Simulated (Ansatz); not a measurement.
**AuH₈NOSi₂: up Jacob's ladder to CCSD(T)**

Aim: compute AuH₈NOSi₂ with functionals from several rungs and with coupled cluster. The yardstick is the atomisation energy at the CCSD(T) limit.

Program: Ansatz 0.2.0, Gaussian basis. Level of theory: functionals in def2-TZVPP, the program's frozen cores in correlated methods. These are calculated values, not measurements.

Plan: LDA (SPW92), PBE-D4, revPBE-D4, BLYP-D4, r2SCAN-D4, B97M-V, PBE0-D4, B3LYP-D4, r2SCANh-D4, r2SCAN0-D4, HSE06-D4, BHLYP-D4, CAM-B3LYP-D4, LC-ωPBE, ωB97X-V, ωB97M-V, B2PLYP, PBE-QIDH; CCSD(T)/def2-SVP; CCSD(T)/def2-TZVPP; MP2/def2-QZVPP; extrapolation to the limit; RPA on PBE.

## Step 1: The relaxed structure

All runs share one geometry, relaxed beforehand with PBE0-D4 in a triple-zeta def2 set. Au takes the def2 core potential; no spin-orbit term is included.

SMILES `[OH2+][Au-][N]([SiH3])[SiH3]`, 13 atoms, charge 0, spin multiplicity 1.

Atoms are counted from 1 here; the program's logs count them from 0.

Bond lengths: O1–Au2 2.140 Å, O1–H6 0.963 Å, O1–H7 0.963 Å, Au2–N3 1.970 Å, N3–Si4 1.712 Å, N3–Si5 1.711 Å, Si4–H8 1.492 Å, Si4–H9 1.493 Å, Si4–H10 1.493 Å, Si5–H11 1.491 Å, Si5–H12 1.493 Å, Si5–H13 1.494 Å. Angles: Au2–O1–H6 111.7°, Au2–O1–H7 111.7°, H6–O1–H7 107.2°, O1–Au2–N3 179.7°, Au2–N3–Si4 115.9°, Au2–N3–Si5 115.5°, Si4–N3–Si5 128.6°, N3–Si4–H8 108.7°, N3–Si4–H9 112.8°, N3–Si4–H10 112.9°, H8–Si4–H9 108.1°, H8–Si4–H10 108.1°, H9–Si4–H10 106.1°, N3–Si5–H11 109.0°, N3–Si5–H12 112.8°, N3–Si5–H13 112.9°, H11–Si5–H12 108.0°, H11–Si5–H13 108.0° and more.

## Step 2: LDA

This LDA is Slater exchange with PW92 correlation.

Contents of in.yaml:

```yaml
crystal:
  periodic: [false, false, false]
  atoms:
    - {symbol: O, position_ang: [-1.287048, 2.988521, -1.359941]}
    - {symbol: Au, position_ang: [-0.495315, 1.193711, -0.504470]}
    - {symbol: N, position_ang: [0.236641, -0.452678, 0.290946]}
    - {symbol: Si, position_ang: [1.074119, -0.258908, 1.771424]}
    - {symbol: Si, position_ang: [-0.042162, -1.887445, -0.598316]}
    - {symbol: H, position_ang: [-2.240402, 2.932695, -1.485114]}
    - {symbol: H, position_ang: [-0.896956, 3.175950, -2.220358]}
    - {symbol: H, position_ang: [1.550595, -1.595504, 2.230932]}
    - {symbol: H, position_ang: [0.219336, 0.324059, 2.847408]}
    - {symbol: H, position_ang: [2.260290, 0.639939, 1.653878]}
    - {symbol: H, position_ang: [0.562999, -3.036988, 0.134193]}
    - {symbol: H, position_ang: [-1.494621, -2.175636, -0.792786]}
    - {symbol: H, position_ang: [0.552534, -1.847716, -1.967797]}
basis:
  gaussian: {orbitals: def2-TZVPP}
hamiltonian: {xc: lda}
output: {orbitals: {seedname: orbitals}}
```

The run is started by

```sh
ansatz run in.yaml --threads 2 --pin off --events-out ev --progress --plain --max-ram 22528MiB --backend cuda --devices 0, --max-vram 18GiB
```

After this run come: PBE-D4 (GGA); revPBE-D4 (GGA); BLYP-D4 (GGA); r2SCAN-D4 (meta-GGA); B97M-V (meta-GGA); PBE0-D4 (hybrid); B3LYP-D4 (hybrid); r2SCANh-D4 (hybrid); r2SCAN0-D4 (hybrid); HSE06-D4 (hybrid); BHLYP-D4 (hybrid); CAM-B3LYP-D4 (range-separated); LC-ωPBE (range-separated); ωB97X-V (range-separated); ωB97M-V (range-separated); B2PLYP (double hybrid); PBE-QIDH (double hybrid); CCSD(T) in def2-SVP; CCSD(T) in def2-TZVPP; MP2 in def2-QZVPP; RPA on PBE orbitals.

Q: Predict the results of all the runs planned. Wanted: atomisation energy, CCSD(T)/CBS; farthest beyond LDA; mean size of error, GGA; mean size of error, meta-GGA; mean size of error, hybrid; mean size of error, range-separated; mean size of error, double hybrid; gap, smallest and largest; T1 diagnostic.

The runs gave:

```
                               quantity                                 value
        atomisation energy, CCSD(T)/CBS                         3974.4 kJ/mol
 functionals within 19.9 kJ/mol (0.5 %)  none; nearest ωB97X-V (-23.1 kJ/mol)
                    farthest beyond LDA              BHLYP-D4 (-154.5 kJ/mol)
                mean size of error, GGA                           82.5 kJ/mol
           mean size of error, meta-GGA                           47.2 kJ/mol
             mean size of error, hybrid                          103.3 kJ/mol
    mean size of error, range-separated                           48.6 kJ/mol
      mean size of error, double hybrid                          105.0 kJ/mol
              gap, smallest and largest  2.66 eV (BLYP-D4), 9.57 eV (LC-ωPBE)
                          T1 diagnostic                                0.0147
triples share of the correlation energy                                 3.6 %
```

What this shows: LDA overbinds by 492.1 kJ/mol (12 %). PBE-D4 is off by -47.2 kJ/mol. Double hybrids carry the basis error of their MP2 part in triple zeta, and no dispersion term here, so their miss is partly the set-up's. By mean error the best rung here is meta-GGA (47.2 kJ/mol) and the worst beyond LDA is double hybrid (105.0 kJ/mol). The gap between the best rungs is small, so their order is not settled. Misses under about 19.9 kJ/mol are within the doubt on the reference itself, which lacks core-valence correlation, spin-orbit coupling and higher excitations. All levels share the lack of spin-orbit coupling, which lowers the free heavy atoms and so the true binding. Hartree-Fock recovers 69 % of the binding; the rest is correlation. CCSD(T) in def2-SVP is off by -328.6 kJ/mol, worse than the median functional, from the basis alone. The gap grows from 2.7 to 9.6 eV across the functionals, mostly with the share of exact exchange. Correlated methods include outer-core shells of Au, which these sets cover unevenly.
